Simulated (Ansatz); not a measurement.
# ClTi: the cost of one run

Computed with Ansatz 0.2.0, Gaussian basis. Level: def2-TZVPP, core rule «outside noble gas», up to 14 orbitals frozen.

The runs, in order: UHF; CCSD(T) on ROHF; CCSD(T) on UHF; CCSDT(Q) on ROHF; CCSDT(Q) on UHF.

9 further runs of the same task are left out: 2 for a known fault of the program, 7 set aside as unsound or not needed.

## Step 1: The geometry

The geometry is a PBE0/def2-TZVP stationary point (not a proven minimum).

2 atoms, charge 1, spin multiplicity 3.

Atoms are counted from 1 here; the program's logs count them from 0.

Bond lengths: Ti1–Cl2 2.169 Å.

## Step 2: UHF

Input file in.yaml:

```yaml
crystal:
  periodic: [false, false, false]
  atoms:
    - {symbol: Ti, position_ang: [0.000000, 0.000000, 0.000000]}
    - {symbol: Cl, position_ang: [0.000000, 0.000000, 2.168600]}
basis:
  gaussian: {orbitals: def2-TZVPP}
total_charge: 1
magnetization: {spin_polarized: true, initial_magnetization: 2}
hamiltonian: {xc: hf}
output: {orbitals: {seedname: orbitals}}
```

Started as:

```
$ ansatz run in.yaml --threads 1 --pin off --events-out ev --progress --plain --max-ram 4096MiB --backend cpu
```

**Question.** How long does this run take on 1 thread of AMD EPYC 7R13, shared host, and how much memory does it need?

About 19 s, with a peak of 0.33 GiB.
